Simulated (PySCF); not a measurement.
**Yb(OH)3: forces at shaken geometries**

Aim: move all atoms of relaxed Yb(OH)3 at random and read energies and forces. The structure is generated, not taken from experiment.

Computed with PySCF 2.14.0. Level: PBE, Yb lcecp-1-SVP with ECP59, O def2-SVP, H def2-SVP; scalar-relativistic core potentials, no spin–orbit coupling.

2 further runs of the same task are left out: 2 for a known fault of the program.

## Step 1: Where the work starts

7 atoms, charge 0, spin multiplicity 1.

Bond lengths: Yb1–O2 2.010 Å, Yb1–O4 2.010 Å, Yb1–O6 2.010 Å, O2–H3 0.965 Å, O4–H5 0.965 Å, O6–H7 0.965 Å. Angles: O2–Yb1–O4 120.0°, O2–Yb1–O6 120.0°, O4–Yb1–O6 120.0°, Yb1–O2–H3 179.8°, Yb1–O4–H5 179.8°, Yb1–O6–H7 179.8°.

Geometry (Å):

```xyz
7

Yb    0.00000    0.00000    0.13801
O     2.00960    0.00002    0.14370
H     2.97451    0.00003    0.14932
O    -1.00482    1.74036    0.14370
H    -1.48728    2.57599    0.14932
O    -1.00478   -1.74038    0.14370
H    -1.48723   -2.57601    0.14932
```

Formal oxidation states: Yb +3. Each metal's 13 4f electrons lie in its core potential, so multiplicities, spins and levels count the valence alone. An earlier session relaxed this geometry at PBE, Yb lcecp-1-SVP with ECP59, O def2-SVP, H def2-SVP (singlet, point group D3h).

Its energy there is -266.669819 Eh.

## Step 2: Atoms moved at random, σ = 0.06 Å

Input file run.py (the lines that set the calculation):

```python
mol = gto.M(atom='''
Yb    -0.02100     0.06600     0.07884
O      2.01660     0.02355     0.12515
H      2.92262     0.05892     0.21022
O     -0.96297     1.77224     0.06924
H     -1.45429     2.54109     0.11133
O     -1.01842    -1.79101     0.21261
H     -1.48254    -2.67079     0.20968''',
    basis={'Yb': 'lcecp-1-SVP', 'O': 'def2-SVP', 'H': 'def2-SVP'},
    ecp={'Yb': 'lcecp-1-SVP'},
    charge=0, spin=0)
mf = dft.RKS(mol, xc='PBE')
mf.grids.atom_grid = (50, 194)  # f atoms: unpruned, at least (60, 302)
mf = mf.density_fit()  # fitting sets: Yb AutoAux, O def2-universal-JKFIT, H def2-universal-JKFIT
mf.conv_tol = 1e-08; mf.max_cycle = 55
mf.kernel(dm0)  # dm0: the density of the relaxed state
```

Run with:

```
OMP_NUM_THREADS=2 python run.py
```

Output:

```text
init E= -266.666407008949
  HOMO = -0.216358000333772  LUMO = -0.0792408759370637  gap/eV = 3.73115
cycle= 1 E= -266.651404734519  delta_E= 0.015  |g|= 0.151  |ddm|= 0.347
  HOMO = -0.168240707710186  LUMO = -0.0786444496899392  gap/eV = 2.43804
cycle= 2 E= -266.617430762207  delta_E= 0.034  |g|= 0.432  |ddm|= 0.431
  HOMO = -0.208652588765813  LUMO = -0.0787184519450612  gap/eV = 3.53569
cycle= 3 E= -266.656963796236  delta_E= -0.0395  |g|= 0.0394  |ddm|= 0.287
  HOMO = -0.207146019804366  LUMO = -0.0799714110012246  gap/eV = 3.46060
cycle= 4 E= -266.657183350444  delta_E= -0.00022  |g|= 0.0273  |ddm|= 0.0455
  HOMO = -0.209537963548951  LUMO = -0.0798648477467125  gap/eV = 3.52859
cycle= 5 E= -266.65733605191  delta_E= -0.000153  |g|= 0.00255  |ddm|= 0.0187
  HOMO = -0.209504554370377  LUMO = -0.0796302917841807  gap/eV = 3.53406
cycle= 6 E= -266.657337365904  delta_E= -1.31e-06  |g|= 0.00071  |ddm|= 0.00291
  HOMO = -0.209514382079882  LUMO = -0.0796876991909166  gap/eV = 3.53276
cycle= 7 E= -266.657337458642  delta_E= -9.27e-08  |g|= 0.000467  |ddm|= 0.000931
  HOMO = -0.209531180132783  LUMO = -0.0796926898476684  gap/eV = 3.53309
cycle= 8 E= -266.657337501305  delta_E= -4.27e-08  |g|= 6.17e-05  |ddm|= 0.000328
  HOMO = -0.209533521458028  LUMO = -0.0796899773799886  gap/eV = 3.53322
cycle= 9 E= -266.657337502201  delta_E= -8.96e-10  |g|= 8.91e-06  |ddm|= 5.53e-05
  HOMO = -0.209534150103491  LUMO = -0.0796902792282452  gap/eV = 3.53323
Extra cycle  E= -266.657337502171  delta_E= 3.02e-11  |g|= 1.54e-05  |ddm|= 1.86e-05
converged SCF energy = -266.657337502171
```

It took 5.7 s on 2 threads of Arm Neoverse N1, shared host.

It gives: E = -266.657338 Eh (+0.340 eV from the relaxed state), HOMO -5.70 eV, LUMO -2.17 eV, Mulliken charge on Yb1 +0.85 e, largest force component 4.050 eV/Å. 

| atom | Fx | Fy | Fz (eV/Å) |
| --- | --- | --- | --- |
| Yb1 | 0.583 | -2.781 | 0.141 |
| O2 | -4.050 | -0.018 | -0.292 |
| H3 | 3.425 | 0.139 | 0.284 |
| O4 | 1.075 | -1.641 | -0.112 |
| H5 | -1.732 | 2.793 | 0.117 |
| O6 | 0.044 | 0.234 | -0.178 |
| H7 | 0.656 | 1.274 | 0.041 |

## Step 3: Atoms moved at random, σ = 0.06 Å

Input file run.py (the lines that set the calculation):

```python
mol = gto.M(atom='''
Yb     0.06433     0.02762     0.08384
O      2.07487    -0.01560     0.14029
H      2.93612    -0.00844     0.22232
O     -1.00396     1.73891     0.16595
H     -1.49998     2.50507     0.12237
O     -0.97555    -1.74337     0.12225
H     -1.59583    -2.50419     0.16005''',
    basis={'Yb': 'lcecp-1-SVP', 'O': 'def2-SVP', 'H': 'def2-SVP'},
    ecp={'Yb': 'lcecp-1-SVP'},
    charge=0, spin=0)
mf = dft.RKS(mol, xc='PBE')
mf.grids.atom_grid = (50, 194)  # f atoms: unpruned, at least (60, 302)
mf = mf.density_fit()  # fitting sets: Yb AutoAux, O def2-universal-JKFIT, H def2-universal-JKFIT
mf.conv_tol = 1e-08; mf.max_cycle = 55
mf.kernel(dm0)  # dm0: the density of the relaxed state
```

Run with:

```
OMP_NUM_THREADS=2 python run.py
```

Output:

```text
init E= -266.679234620407
  HOMO = -0.209532962165438  LUMO = -0.0736770270046172  gap/eV = 3.69683
cycle= 1 E= -266.649256923215  delta_E= 0.03  |g|= 0.127  |ddm|= 0.359
  HOMO = -0.193614345238656  LUMO = -0.0775937835565763  gap/eV = 3.15708
cycle= 2 E= -266.633164964727  delta_E= 0.0161  |g|= 0.307  |ddm|= 0.309
  HOMO = -0.218880503725191  LUMO = -0.0786173916477217  gap/eV = 3.81675
cycle= 3 E= -266.653000057703  delta_E= -0.0198  |g|= 0.0311  |ddm|= 0.211
  HOMO = -0.216410697389156  LUMO = -0.0797099929660021  gap/eV = 3.71982
cycle= 4 E= -266.653086993759  delta_E= -8.69e-05  |g|= 0.023  |ddm|= 0.0352
  HOMO = -0.21819737194104  LUMO = -0.0794130884605124  gap/eV = 3.77651
cycle= 5 E= -266.653195929047  delta_E= -0.000109  |g|= 0.00209  |ddm|= 0.0162
  HOMO = -0.217978100128094  LUMO = -0.079215255077667  gap/eV = 3.77593
cycle= 6 E= -266.653196724673  delta_E= -7.96e-07  |g|= 0.000555  |ddm|= 0.00228
  HOMO = -0.217985309032654  LUMO = -0.0792702053826098  gap/eV = 3.77463
cycle= 7 E= -266.653196790961  delta_E= -6.63e-08  |g|= 0.000342  |ddm|= 0.000807
  HOMO = -0.217993483854915  LUMO = -0.0792704699792459  gap/eV = 3.77485
cycle= 8 E= -266.653196813933  delta_E= -2.3e-08  |g|= 5.78e-05  |ddm|= 0.000248
  HOMO = -0.217993338036051  LUMO = -0.0792675888022139  gap/eV = 3.77492
cycle= 9 E= -266.653196814674  delta_E= -7.41e-10  |g|= 7.7e-06  |ddm|= 5.11e-05
  HOMO = -0.217994233004224  LUMO = -0.0792679490485746  gap/eV = 3.77493
Extra cycle  E= -266.653196814651  delta_E= 2.34e-11  |g|= 1.36e-05  |ddm|= 1.53e-05
converged SCF energy = -266.653196814651
```

Run time: 5.6 s. Hardware: 2 threads of Arm Neoverse N1, shared host.

Read off: E = -266.653197 Eh (+0.452 eV from the relaxed state), HOMO -5.93 eV, LUMO -2.16 eV, Mulliken charge on Yb1 +0.85 e, largest force component 7.495 eV/Å. 

| atom | Fx | Fy | Fz (eV/Å) |
| --- | --- | --- | --- |
| Yb1 | -0.645 | -0.660 | 0.078 |
| O2 | -7.495 | 0.018 | -0.655 |
| H3 | 7.477 | 0.047 | 0.667 |
| O4 | 1.929 | -2.874 | 0.017 |
| H5 | -1.734 | 2.713 | -0.074 |
| O6 | -0.100 | 0.100 | -0.002 |
| H7 | 0.569 | 0.657 | -0.031 |

## Step 4: Atoms moved at random, σ = 0.15 Å

Input file run.py (the lines that set the calculation):

```python
mol = gto.M(atom='''
Yb     0.18160    -0.01245     0.26008
O      1.92708    -0.15183     0.36866
H      2.91608    -0.03909     0.15392
O     -0.99411     1.81030    -0.04674
H     -1.45312     2.80148     0.08493
O     -1.07868    -1.94411     0.12772
H     -1.49885    -2.46429     0.06850''',
    basis={'Yb': 'lcecp-1-SVP', 'O': 'def2-SVP', 'H': 'def2-SVP'},
    ecp={'Yb': 'lcecp-1-SVP'},
    charge=0, spin=0)
mf = dft.RKS(mol, xc='PBE')
mf.grids.atom_grid = (50, 194)  # f atoms: unpruned, at least (60, 302)
mf = mf.density_fit()  # fitting sets: Yb AutoAux, O def2-universal-JKFIT, H def2-universal-JKFIT
mf.conv_tol = 1e-08; mf.max_cycle = 55
mf.kernel(dm0)  # dm0: the density of the relaxed state
```

Run with:

```
OMP_NUM_THREADS=2 python run.py
```

Output:

```text
init E= -266.436313817425
  HOMO = -0.242039520678741  LUMO = -0.130737877191034  gap/eV = 3.02867
cycle= 1 E= -266.371427499316  delta_E= 0.0649  |g|= 0.373  |ddm|= 1.08
  HOMO = -0.100611935813538  LUMO = -0.0859119799127326  gap/eV = 0.40001
cycle= 2 E= -265.795556551579  delta_E= 0.576  |g|= 1.61  |ddm|= 1.62
  HOMO = -0.166106172974276  LUMO = -0.0824125390596002  gap/eV = 2.27742
cycle= 3 E= -266.399290439301  delta_E= -0.604  |g|= 0.151  |ddm|=  1.4
  HOMO = -0.193781746294951  LUMO = -0.0897126847986023  gap/eV = 2.83186
cycle= 4 E= -266.400451714685  delta_E= -0.00116  |g|= 0.132  |ddm|= 0.213
  HOMO = -0.182833806465099  LUMO = -0.0918652395191124  gap/eV = 2.47538
cycle= 5 E= -266.403883452871  delta_E= -0.00343  |g|= 0.0329  |ddm|= 0.107
  HOMO = -0.184198520619391  LUMO = -0.08981967709326  gap/eV = 2.56818
cycle= 6 E= -266.404151839966  delta_E= -0.000268  |g|= 0.00654  |ddm|= 0.0316
  HOMO = -0.184400416634663  LUMO = -0.0899728975295382  gap/eV = 2.56950
cycle= 7 E= -266.404161369528  delta_E= -9.53e-06  |g|= 0.00172  |ddm|= 0.00483
  HOMO = -0.184327216975172  LUMO = -0.0898939697449244  gap/eV = 2.56966
cycle= 8 E= -266.404162196732  delta_E= -8.27e-07  |g|= 0.000356  |ddm|= 0.00191
  HOMO = -0.184336180458369  LUMO = -0.0898977092806135  gap/eV = 2.56980
cycle= 9 E= -266.404162214272  delta_E= -1.75e-08  |g|= 0.000204  |ddm|= 0.00035
  HOMO = -0.18434228723636  LUMO = -0.0899035450916799  gap/eV = 2.56981
cycle= 10 E= -266.40416222257  delta_E= -8.3e-09  |g|= 2.07e-05  |ddm|= 0.000141
  HOMO = -0.184350452681067  LUMO = -0.0899021632712937  gap/eV = 2.57007
Extra cycle  E= -266.404162222183  delta_E= 3.87e-10  |g|= 4.68e-05  |ddm|= 5.75e-05
converged SCF energy = -266.404162222183
```

Wall time 5.8 s (2 threads of Arm Neoverse N1, shared host).

Result: E = -266.404162 Eh (+7.229 eV from the relaxed state), HOMO -5.02 eV, LUMO -2.45 eV, Mulliken charge on Yb1 +0.79 e, largest force component 40.233 eV/Å. 

| atom | Fx | Fy | Fz (eV/Å) |
| --- | --- | --- | --- |
| Yb1 | -12.311 | -0.415 | -0.949 |
| O2 | 10.679 | -0.016 | -0.390 |
| H3 | -1.816 | -0.407 | 0.741 |
| O4 | -0.451 | 2.184 | 0.964 |
| H5 | 1.959 | -3.982 | -0.581 |
| O6 | 32.223 | 40.233 | 4.497 |
| H7 | -30.283 | -37.597 | -4.282 |

## Step 5: Results

| σ (Å) | energy rise (eV) | harmonic estimate −½ F·u (eV) | largest force component (eV/Å) |
| --- | --- | --- | --- |
| 0.06 | 0.340 | 0.339 | 4.05 |
| 0.06 | 0.452 | 0.485 | 7.49 |
| 0.15 | 7.229 | 9.084 | 40.23 |

Every displacement raises the energy. For a harmonic well the rise equals −½ F·u; the two differ by at most 26 % here (a move with σ = 0.15 Å), from anharmonicity, the grid and the small forces left at the relaxed point. The bases are small and lack diffuse functions. Spin–orbit coupling is left out.
